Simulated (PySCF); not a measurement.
# C₇H₁₆AlNO: NMR shifts in solvents

Aim: compute the NMR shifts of C₇H₁₆AlNO (`C[O+](CC#N)[AlH2-][C](C)(C)C`), and see what a dielectric continuum does where one was used.

The runs use PySCF 2.14.0, with density-fitted response routines of our own; the level of theory stands in each step. All values are computed, except where a source is named. Atoms are numbered from 0 throughout.

### 1 The starting structure

26 atoms, charge 0, multiplicity 1; geometry from: GFN2-xTB. The atoms were then displaced at random by about 0.01 Å, so the start is not that level's minimum.

Bonds of the start (Å): C0–O1 1.44, O1–C2 1.41, C2–C3 1.46, C3–N4 1.13, O1–Al5 1.90, Al5–C6 2.03, C6–C7 1.54, C6–C8 1.55, C6–C9 1.53, C0–H10 1.11, C0–H11 1.08, C0–H12 1.07, C2–H13 1.10, C2–H14 1.08, Al5–H15 1.57, Al5–H16 1.56, C7–H17 1.07, C7–H18 1.11, C7–H19 1.08, C8–H20 1.12, C8–H21 1.06, C8–H22 1.07, C9–H23 1.09, C9–H24 1.10, C9–H25 1.10.

### 2 Geometry optimisation at PBE0-D3(BJ)/def2-SVP

Job settings and geometry (Å):

```
{"job": {"xc": "PBE0", "basis": "def2-SVP", "d3": "d3bj", "grid": 1, "shake": 0.01, "kind": "geom"}, "charge": 0, "multiplicity": 1}
C      2.733540    -1.069790     0.455470
O      1.718940    -0.512860    -0.406710
C      2.001280     0.760480    -0.947990
C      2.191030     1.787140     0.074210
N      2.286250     2.572630     0.876880
Al    -0.010930    -1.159030    -0.864650
C     -1.379490    -0.011650     0.104190
C     -1.033250     0.518570     1.503720
C     -2.527870    -1.032430     0.269570
C     -1.912370     1.154590    -0.738750
H      2.854170    -0.409970     1.335500
H      3.665860    -1.167790    -0.075510
H      2.308050    -2.006470     0.754450
H      2.928220     0.730120    -1.530170
H      1.168390     0.997490    -1.592680
H      0.140910    -0.890280    -2.404790
H      0.261860    -2.594910    -0.312710
H     -0.320890     1.322020     1.468520
H     -1.940520     0.893140     2.012140
H     -0.664380    -0.283460     2.128750
H     -2.868540    -1.378350    -0.743990
H     -3.383260    -0.647620     0.766940
H     -2.164230    -1.900890     0.779570
H     -1.199740     1.984410    -0.770580
H     -2.054730     0.812950    -1.773780
H     -2.866480     1.556560    -0.364350
```

Launch:

```bash
> OMP_NUM_THREADS=1 python probes_run.py task.json out
```

This one command runs all jobs of the session in turn.

The log of the run:

```text
step   0  E = -647.77156503  max force = 0.056039
step   1  E = -647.78635872  max force = 0.006931
step   2  E = -647.78742092  max force = 0.003625
step   3  E = -647.78828821  max force = 0.004450
step   4  E = -647.78889738  max force = 0.003329
step   5  E = -647.78928116  max force = 0.001822
step   6  E = -647.78940492  max force = 0.001317
step   7  E = -647.78944866  max force = 0.001394
step   8  E = -647.78948529  max force = 0.001105
step   9  E = -647.78950431  max force = 0.000514
step  10  E = -647.78951576  max force = 0.000190
optimisation converged
```

Run time: 2.9 min. Hardware: 1 thread of AMD EPYC 9R45, shared host; peak memory 0.94 GiB.

Along the way:

| step | energy from step 0 (eV) | largest force component (eV/Å) |
| --- | --- | --- |
| 0 | 0.0000 | 2.8816 |
| 1 | -0.4026 | 0.3564 |
| 2 | -0.4315 | 0.1864 |
| 3 | -0.4551 | 0.2288 |
| 4 | -0.4716 | 0.1712 |
| 5 | -0.4821 | 0.0937 |
| 6 | -0.4854 | 0.0677 |
| 7 | -0.4866 | 0.0717 |
| 8 | -0.4876 | 0.0568 |
| 9 | -0.4882 | 0.0264 |
| 10 | -0.4885 | 0.0098 |

Close pairs (by a distance rule), those that changed most:

| bond | before (Å) | after (Å) | change (Å) |
| --- | --- | --- | --- |
| O1–Al5 | 1.903 | 2.039 | +0.136 |
| C8–H21 | 1.062 | 1.108 | +0.047 |
| Al5–H16 | 1.562 | 1.606 | +0.044 |
| Al5–H15 | 1.571 | 1.611 | +0.040 |
| Al5–C6 | 2.032 | 1.996 | -0.036 |
| C8–H22 | 1.071 | 1.103 | +0.033 |
| C7–H17 | 1.074 | 1.104 | +0.029 |
| C3–N4 | 1.127 | 1.156 | +0.029 |

The end geometry stands in the next job.

| at the end point | value |
| --- | --- |
| point group (found at 0.08 Å tolerance) | C1 |
| rotational constants (GHz, main isotopes) | 1.532, 0.731, 0.627 |
| dipole moment (D) | 3.99 |

### 3 Shielding tensors: PBE0/pcSseg-1 in benzene

Job settings and geometry (Å):

```
{"job": {"kind": "nmr", "xc": "PBE0", "basis": "pcSseg-1", "solvent": "benzene", "pop": true}, "charge": 0, "multiplicity": 1}
C      2.504248    -0.677603     0.681046
O      1.692513    -0.328119    -0.437986
C      2.157037     0.746561    -1.224293
C      2.152136     2.012409    -0.486117
N      2.157528     2.999057     0.116585
Al    -0.070342    -1.261288    -0.858834
C     -1.418442    -0.190232     0.151233
C     -0.991164    -0.014324     1.609398
C     -2.730519    -0.980601     0.102764
C     -1.632097     1.183410    -0.486590
H      2.545465     0.158086     1.395723
H      3.516699    -0.938702     0.335889
H      2.033117    -1.551236     1.145041
H      3.178847     0.539116    -1.586821
H      1.487611     0.813124    -2.095331
H      0.019129    -1.023218    -2.449348
H      0.328968    -2.694119    -0.252440
H     -0.074418     0.593185     1.703754
H     -1.773710     0.508003     2.194822
H     -0.807677    -0.980733     2.109976
H     -3.090247    -1.129316    -0.930338
H     -3.536157    -0.448694     0.647176
H     -2.632703    -1.976779     0.567255
H     -0.722571     1.808299    -0.454247
H     -1.944975     1.106451    -1.541241
H     -2.419002     1.753322     0.046208
```

Method: GIAO PBE0/pcSseg-1 NMR shielding, non-relativistic, IEF-PCM benzene.

The log of the run:

```text
coarse grid: 21296 points
cycle   1  E = -647.9070626614  dE =  7.749e-01  |g| = 6.776e-01  |ddm| = 4.309e+00
cycle   2  E = -647.7240250545  dE =  1.830e-01  |g| = 1.146e+00  |ddm| = 1.438e+00
cycle   3  E = -648.0084315240  dE = -2.844e-01  |g| = 2.214e-01  |ddm| = 9.054e-01
cycle   4  E = -648.0179582285  dE = -9.527e-03  |g| = 7.318e-02  |ddm| = 1.815e-01
cycle   5  E = -648.0190648349  dE = -1.107e-03  |g| = 1.767e-02  |ddm| = 6.401e-02
cycle   6  E = -648.0191239196  dE = -5.908e-05  |g| = 4.864e-03  |ddm| = 1.456e-02
cycle   7  E = -648.0191285181  dE = -4.599e-06  |g| = 1.224e-03  |ddm| = 4.453e-03
final grid: 198504 points
cycle   8  E = -648.0905516126  dE = -5.394e-05  |g| = 1.419e-02  |ddm| = 4.234e-02
cycle   9  E = -648.0905130716  dE =  3.854e-05  |g| = 2.005e-02  |ddm| = 2.473e-02
cycle  10  E = -648.0905937555  dE = -8.068e-05  |g| = 1.725e-03  |ddm| = 1.440e-02
cycle  11  E = -648.0905943692  dE = -6.137e-07  |g| = 4.666e-04  |ddm| = 1.485e-03
cycle  12  E = -648.0905943991  dE = -2.994e-08  |g| = 2.907e-04  |ddm| = 4.804e-04
cycle  13  E = -648.0905944161  dE = -1.695e-08  |g| = 6.071e-05  |ddm| = 1.957e-04
cycle  14  E = -648.0905944168  dE = -7.813e-10  |g| = 1.687e-05  |ddm| = 5.843e-05
converged SCF energy = -648.0905944168

GIAO shielding tensors (ppm)
atom      isotropic    diamagn.    paramagn.     s11        s22        s33       span
  0 C      121.588     246.656    -125.068     87.009     97.227    180.528     93.520
  1 O      315.724     406.443     -90.718    288.837    302.190    356.146     67.309
  2 C      124.106     243.053    -118.947     98.507    102.500    171.310     72.803
  3 C       63.092     262.854    -199.761    -54.885    -47.167    291.329    346.214
  4 N      -52.557     339.438    -391.995   -232.847   -200.577    275.753    508.601
  5 Al     380.232     799.060    -418.828    373.895    380.221    386.579     12.684
  6 C      170.292     247.553     -77.261    163.023    170.281    177.571     14.548
  7 C      154.922     251.435     -96.512    138.673    143.342    182.752     44.080
  8 C      157.945     247.481     -89.536    142.355    144.384    187.096     44.741
  9 C      154.481     250.678     -96.197    137.842    142.455    183.146     45.304
 10 H       27.210      31.067      -3.857     24.465     25.231     31.934      7.469
 11 H       27.829      27.581       0.249     24.159     24.677     34.652     10.493
 12 H       26.878      31.056      -4.179     22.647     26.219     31.767      9.120
 13 H       27.146      24.814       2.332     22.405     26.061     32.972     10.567
 14 H       26.146      28.943      -2.797     22.445     26.139     29.853      7.408
 15 H       27.310      32.597      -5.288     23.964     26.548     31.418      7.454
 16 H       27.250      32.703      -5.453     23.695     26.484     31.572      7.877
 17 H       30.180      36.269      -6.089     25.610     29.235     35.697     10.086
 18 H       30.552      33.190      -2.638     27.330     28.106     36.221      8.891
 19 H       30.056      33.764      -3.708     26.523     27.586     36.058      9.535
 20 H       30.287      30.557      -0.270     25.906     27.751     37.203     11.297
 21 H       30.677      30.558       0.119     27.447     28.008     36.576      9.129
 22 H       30.222      30.753      -0.531     25.723     27.891     37.052     11.329
 23 H       29.950      35.741      -5.791     24.638     29.002     36.210     11.572
 24 H       30.031      33.000      -2.969     26.628     27.122     36.343      9.714
 25 H       30.563      32.848      -2.285     27.303     28.164     36.223      8.920
```

It took 38 s on 1 thread of AMD EPYC 9R45, shared host; peak memory 1.4 GiB.

Shifts follow as δ = σ(reference) − σ, with reference shieldings (ppm) from runs at the same level and on the same kind of geometry: ¹H TMS 31.25, ¹³C TMS 184.9, ¹⁵N NH3 267.0, ¹⁷O H2O 338.8, ²⁷Al AlH4- 483.4. The references are single molecules in the same continuum, so shifts against H2O, NH3, PH3, H3PO4 or CFCl3 are not on the usual liquid scales and can be off by tens of ppm. Shifts against hydride references such as AlH4− lie on their own scale. Atoms listed in one row are averaged.

| atoms | environment | σ (ppm) | δ (ppm) |
| --- | --- | --- | --- |
| C3 | nitrile carbon | 63.1 | 121.8 |
| C0 | methyl carbon bonded to O | 121.6 | 63.3 |
| C2 | sp3 CH2 bonded to O, α to a nitrile | 124.1 | 60.8 |
| C7, C8, C9 | methyl carbon | 155.8 | 29.1 |
| C6 | fully substituted sp3 carbon bonded to Al | 170.3 | 14.6 |
| H13, H14 | hydrogen on an sp3 CH2 bonded to O, α to a nitrile | 26.65 | 4.61 |
| H15, H16 | hydrogen on an aluminium bonded to C, O | 27.28 | 3.98 |
| H10, H11, H12 | hydrogen on a methyl carbon bonded to O | 27.31 | 3.95 |
| H17, H18, H19, H20, H21 and 4 more | hydrogen on a methyl carbon | 30.28 | 0.98 |
| O1 | donor oxygen of a Lewis adduct | 315.7 | 23.1 |
| N4 | nitrile nitrogen | -52.6 | 319.6 |
| Al5 | aluminium bonded to C, O, 2 H | 380.2 | 103.2 |

The run also stored atomic charges by several schemes (e):

| atoms | Mulliken | IAO | Hirshfeld | ESP fit |
| --- | --- | --- | --- | --- |
| C0 | -0.04 | -0.21 | -0.01 | -0.35 |
| O1 | -0.64 | -0.30 | -0.03 | -0.01 |
| C2 | 0.13 | -0.08 | 0.06 | -0.30 |
| C3 | 0.05 | 0.13 | 0.10 | 0.43 |
| N4 | -0.26 | -0.23 | -0.21 | -0.47 |
| Al5 | 0.92 | 0.63 | 0.35 | 0.56 |
| C6 | -0.77 | -0.28 | -0.12 | 0.44 |
| C7, C8, C9 | -0.21 | -0.40 | -0.12 | -0.45 |

Mayer bond orders: C0–O1 0.81, O1–C2 0.85, C2–C3 1.00, C3–N4 3.00, O1–Al5 0.22, Al5–C6 0.74, C6–C7 1.01, C6–C8 1.01, C6–C9 1.02.

### 4 Shielding tensors: PBE0/pcSseg-1 in cyclohexane

Settings changed since step 3:

```diff
@@ -1,2 +1,2 @@
-{"job": {"kind": "nmr", "xc": "PBE0", "basis": "pcSseg-1", "solvent": "benzene", "pop": true}, "charge": 0, "multiplicity": 1}
+{"job": {"kind": "nmr", "xc": "PBE0", "basis": "pcSseg-1", "solvent": "cyclohexane", "pop": false}, "charge": 0, "multiplicity": 1}
 C      2.504248    -0.677603     0.681046
```

Level: GIAO PBE0/pcSseg-1 NMR shielding, non-relativistic, IEF-PCM cyclohexane.

The log of the run:

```text
coarse grid: 21296 points
cycle   1  E = -647.9052984717  dE =  7.766e-01  |g| = 6.795e-01  |ddm| = 4.309e+00
cycle   2  E = -647.7181898316  dE =  1.871e-01  |g| = 1.155e+00  |ddm| = 1.448e+00
cycle   3  E = -648.0071498550  dE = -2.890e-01  |g| = 2.243e-01  |ddm| = 9.147e-01
cycle   4  E = -648.0169451923  dE = -9.795e-03  |g| = 7.382e-02  |ddm| = 1.840e-01
cycle   5  E = -648.0180713316  dE = -1.126e-03  |g| = 1.782e-02  |ddm| = 6.489e-02
cycle   6  E = -648.0181315780  dE = -6.025e-05  |g| = 4.897e-03  |ddm| = 1.472e-02
cycle   7  E = -648.0181362468  dE = -4.669e-06  |g| = 1.236e-03  |ddm| = 4.503e-03
final grid: 198504 points
cycle   8  E = -648.0895637638  dE = -5.388e-05  |g| = 1.421e-02  |ddm| = 4.236e-02
cycle   9  E = -648.0895249216  dE =  3.884e-05  |g| = 2.010e-02  |ddm| = 2.480e-02
cycle  10  E = -648.0896060097  dE = -8.109e-05  |g| = 1.735e-03  |ddm| = 1.446e-02
cycle  11  E = -648.0896066294  dE = -6.198e-07  |g| = 4.813e-04  |ddm| = 1.500e-03
cycle  12  E = -648.0896066621  dE = -3.270e-08  |g| = 2.929e-04  |ddm| = 4.890e-04
cycle  13  E = -648.0896066794  dE = -1.722e-08  |g| = 6.061e-05  |ddm| = 1.971e-04
cycle  14  E = -648.0896066801  dE = -7.810e-10  |g| = 1.702e-05  |ddm| = 5.907e-05
converged SCF energy = -648.0896066801

GIAO shielding tensors (ppm)
atom      isotropic    diamagn.    paramagn.     s11        s22        s33       span
  0 C      121.620     246.640    -125.020     87.055     97.326    180.479     93.424
  1 O      315.504     406.426     -90.922    288.682    301.852    355.979     67.298
  2 C      124.113     242.995    -118.882     98.496    102.520    171.322     72.826
  3 C       63.385     262.867    -199.482    -54.474    -46.750    291.379    345.853
  4 N      -53.836     339.306    -393.142   -234.646   -202.346    275.484    510.130
  5 Al     379.591     799.076    -419.485    373.611    379.813    385.349     11.738
  6 C      170.291     247.591     -77.299    163.014    170.241    177.619     14.605
  7 C      154.891     251.430     -96.539    138.659    143.300    182.713     44.054
  8 C      157.937     247.452     -89.516    142.359    144.382    187.069     44.710
  9 C      154.450     250.668     -96.217    137.823    142.429    183.099     45.276
 10 H       27.216      31.073      -3.856     24.473     25.241     31.935      7.463
 11 H       27.857      27.608       0.249     24.185     24.709     34.678     10.494
 12 H       26.875      31.053      -4.178     22.645     26.226     31.754      9.109
 13 H       27.184      24.871       2.314     22.442     26.110     33.000     10.557
 14 H       26.154      28.954      -2.801     22.454     26.152     29.855      7.401
 15 H       27.289      32.564      -5.275     23.943     26.527     31.398      7.455
 16 H       27.228      32.668      -5.440     23.670     26.461     31.552      7.881
 17 H       30.194      36.276      -6.081     25.628     29.253     35.702     10.074
 18 H       30.542      33.181      -2.639     27.318     28.095     36.214      8.896
 19 H       30.058      33.766      -3.708     26.529     27.590     36.056      9.528
 20 H       30.290      30.555      -0.265     25.909     27.753     37.207     11.298
 21 H       30.671      30.548       0.123     27.439     28.001     36.573      9.134
 22 H       30.222      30.748      -0.526     25.722     27.890     37.054     11.332
 23 H       29.958      35.738      -5.780     24.648     29.014     36.212     11.564
 24 H       30.029      32.996      -2.968     26.629     27.119     36.338      9.709
 25 H       30.555      32.839      -2.284     27.292     28.154     36.218      8.926
```

Wall time 36 s (1 thread of AMD EPYC 9R45, shared host); peak memory 1.4 GiB.

Key values: δ C3 121.4, C0 63.2, C2 60.7, C7 29.1, H13 4.59, H15 4.00 ppm (means over like atoms).

### 5 Comparing the runs: NMR shifts

Shifts (ppm) of some atoms, chosen among heavy atoms and hydrogens apart, means over like atoms, with basis size and wall time:

| run | C3 | C0 | H13 | H15 | O1 | N4 | Al5 | functions | time |
| --- | --- | --- | --- | --- | --- | --- | --- | --- | --- |
| PBE0/pcSseg-1 in benzene | 121.8 | 63.3 | 4.61 | 3.98 | 23.1 | 319.6 | 103.2 | 257 | 38 s |
| PBE0/pcSseg-1 in cyclohexane | 121.4 | 63.2 | 4.59 | 4.00 | 22.8 | 320.7 | 104.4 | 257 | 36 s |

The continuum's effect on the ground state:

| solvent | ε | polarisation energy (Eh) | μ (D) |
| --- | --- | --- | --- |
| cyclohexane | 2.02 | -0.0076 | 4.35 |
| benzene | 2.27 | -0.0087 | 4.41 |

### 6 Summary of results

| quantity | value |
| --- | --- |
| point group | C1 |
| rotational constants (main isotopes) | 1.53, 0.73, 0.63 GHz |
| ¹³C shifts against TMS (PBE0/pcSseg-1, benzene, means over atoms taken as alike) | 121.8, 63.3, 60.8, 29.1, 14.6 ppm |
| ¹H shifts against TMS (PBE0/pcSseg-1, benzene, means over atoms taken as alike) | 4.61, 3.98, 3.95, 0.98 ppm |
| ¹⁷O shifts against H2O (PBE0/pcSseg-1, benzene) | 23.1 ppm |
| ¹⁵N shifts against NH3 (PBE0/pcSseg-1, benzene) | 319.6 ppm |
| ²⁷Al shifts against AlH4- (PBE0/pcSseg-1, benzene) | 103.2 ppm |
| range of the shift of Al5 | 103.2 to 104.4 ppm |

**Reading.** Over 10 steps the energy fell by 0.488 eV; of the close pairs, O1–Al5 changed most, 1.903 to 2.039 Å. The most deshielded carbon is C3 (nitrile carbon), at 121.8 ppm: C≡N carbons fall here, among the sp2 signals but without a proton. The most deshielded hydrogen is H13, H14 (mean) (hydrogen on an sp3 CH2 bonded to O, α to a nitrile), at 4.61 ppm: its carbon carries O, an electronegative neighbour. At PBE0/pcSseg-1: The largest span, 509 ppm, is at N4, where the paramagnetic term is -392 ppm. In ppm, Al5 moves most: its shift spreads over 1.2 ppm, from 103.2 (PBE0/pcSseg-1 in benzene) to 104.4 (PBE0/pcSseg-1 in cyclohexane). Part of that comes from the computed reference. The continuum holds electrostatics alone: no hydrogen bonds to the solvent, and the gas-phase geometry is kept.
